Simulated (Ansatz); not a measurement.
# CH5AlOSi: small, medium and large basis sets

An exercise on one series of results from a longer session: the logs are not shown, and one member is left open.

Method: one geometry, several basis sets; program: Ansatz 0.2.0, Gaussian basis.

Plan: PBE0-D4/def2-SVP; ωB97M-V/def2-SVP; PBE0-D4/def2-QZVPP; ωB97M-V/def2-QZVPP; the functionals' def2-TZVPP values are taken from earlier runs.

### Structure used throughout

An earlier PBE0-D4 in a triple-zeta def2 set relaxation fixed the geometry.

SMILES `O[SiH]1[CH2][AlH]1`, 9 atoms, charge 0, spin multiplicity 1.

Atoms are counted from 1 here; the program's logs count them from 0.

Bond lengths: O1–Si2 1.653 Å, O1–H5 0.958 Å, Si2–C3 1.873 Å, Si2–Al4 2.332 Å, Si2–H6 1.493 Å, C3–Al4 1.971 Å, C3–H7 1.088 Å, C3–H8 1.106 Å, Al4–H9 1.585 Å. Angles: Si2–O1–H5 117.0°, O1–Si2–C3 117.2°, O1–Si2–Al4 134.1°, O1–Si2–H6 110.9°, C3–Si2–Al4 54.6°, C3–Si2–H6 110.3°, Al4–Si2–H6 113.8°, Si2–C3–Al4 74.7°, Si2–C3–H7 123.8°, Si2–C3–H8 109.5°, Al4–C3–H7 137.5°, Al4–C3–H8 97.0°, H7–C3–H8 108.8°, Si2–Al4–C3 50.7°, Si2–Al4–H9 171.6°, C3–Al4–H9 137.6°.

Coordinates:

```xyz
9

O    -0.2957    0.6944   -2.0407
Si    0.0851    0.7395   -0.4329
C     0.6874   -0.8510    0.3505
Al   -0.8164   -0.2524    1.4755
H    -0.9278    1.3418   -2.3569
H     1.0362    1.8523   -0.1415
H     1.7382   -1.1016    0.4827
H     0.1713   -1.7107   -0.1171
H    -1.5899   -0.7587    2.7635
```

Set-up of the first run:

File in.yaml:

```yaml
crystal:
  periodic: [false, false, false]
  atoms:
    - {symbol: O, position_ang: [-0.295680, 0.694420, -2.040651]}
    - {symbol: Si, position_ang: [0.085057, 0.739541, -0.432910]}
    - {symbol: C, position_ang: [0.687407, -0.851047, 0.350464]}
    - {symbol: Al, position_ang: [-0.816351, -0.252362, 1.475525]}
    - {symbol: H, position_ang: [-0.927785, 1.341757, -2.356924]}
    - {symbol: H, position_ang: [1.036194, 1.852269, -0.141540]}
    - {symbol: H, position_ang: [1.738241, -1.101584, 0.482706]}
    - {symbol: H, position_ang: [0.171301, -1.710704, -0.117146]}
    - {symbol: H, position_ang: [-1.589885, -0.758688, 2.763476]}
basis:
  gaussian: {orbitals: def2-SVP}
hamiltonian: {xc: pbe0, dispersion: d4}
output: {orbitals: {seedname: orbitals}}
```

Launch:

```
$ ansatz run in.yaml --threads 2 --pin off --events-out ev --progress --plain --max-ram 4352MiB
```

Steps of the session up to this table: PBE0-D4 in def2-SVP; ωB97M-V in def2-SVP; PBE0-D4 in def2-QZVPP; ωB97M-V in def2-QZVPP.

One table of the session follows, with a row left open; its other results are not shown here.

It belongs to the step «Functionals by basis». 

```
functional       basis  HOMO (eV)  LUMO (eV)
   PBE0-D4    def2-SVP      -5.86      -1.72
   PBE0-D4  def2-TZVPP      -5.89      -1.77
   PBE0-D4  def2-QZVPP          ?          ?
   ωB97M-V    def2-SVP      -7.76       0.02
   ωB97M-V  def2-TZVPP      -7.83      -0.09
   ωB97M-V  def2-QZVPP      -7.85      -0.22
```

**Question.** Estimate the row for PBE0-D4, def2-QZVPP.

The run gave: HOMO (eV): -5.91; LUMO (eV): -1.80. In the column «HOMO (eV)» it lies between ωB97M-V, def2-SVP (-7.76) and PBE0-D4, def2-TZVPP (-5.89).
